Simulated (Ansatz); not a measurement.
Runs of Ansatz 0.2.0 on BaH4. Symmetry: R-3m, No. 166, trigonal system. Conventional cell: a = 4.582 Å, b = 4.582 Å, c = 10.609 Å, α = 90.00°, β = 90.00°, γ = 120.00°. Around Ba (site symmetry -3m) lie 14 H at 2.75 to 2.98 Å. Around H (site symmetry 3m) lie 1 H at 2.17 Å. Around H (site symmetry 3m) lie 1 H at 0.77 Å. The cell was built by a generator and needn't be a form met in nature.

```tsv
task	level	cell	points for each segment of the path	gap on the mesh (eV)	pressure (GPa)	relaxed volume (Å³/atom)	largest force (eV/Å)
band structure	LDA	as given	14	2.44	-2.7	-	0.77
band structure	PBE	as given	14	2.74	0.0	-	-
relaxation of cell and atoms	PBE+D3(BJ)	relaxed	-	2.76	0.0	12.33	0.01
band structure	PBEsol	as given	14	2.55	-1.6	-	(b)
relaxation of cell and atoms	PBE+D4	relaxed	-	2.75	0.0	12.27	-
band structure	revPBE	as given	14	2.86	1.1	-	0.21
relaxation of cell and atoms	PBE	relaxed	-	2.74	0.0	(a)	-
band structure	RPBE	as given	14	2.90	1.5	-	(c)
```

Alike in all rows: potentials or basis Ansatz PAW; no spin polarisation; k mesh 5 × 5 × 5; cutoff (eV) 420; smearing fermi-dirac 0.05 eV.

Q: Fill in the values left out.

A: (a) 12.86; (b) 0.47; (c) 0.29.

Caveats: spin-orbit coupling is left out, which moves the levels of the heavy elements; the k mesh misses the band edges, so the gap on the mesh is wider than the one along the path (some runs); the PAW data sets come from PBE, with cores solved anew for the run's functional, which leaves a small shift of forces and pressure (some runs); odd divisions of the mesh miss points on the zone boundary, where band edges often lie, so the gap on the mesh can be too wide (some runs); the plane-wave basis is chosen anew once the cell has moved, so the energies of steps on either side of that aren't comparable (some runs).

A k mesh can miss the band edges, and the runs leave out spin-orbit coupling on Ba.
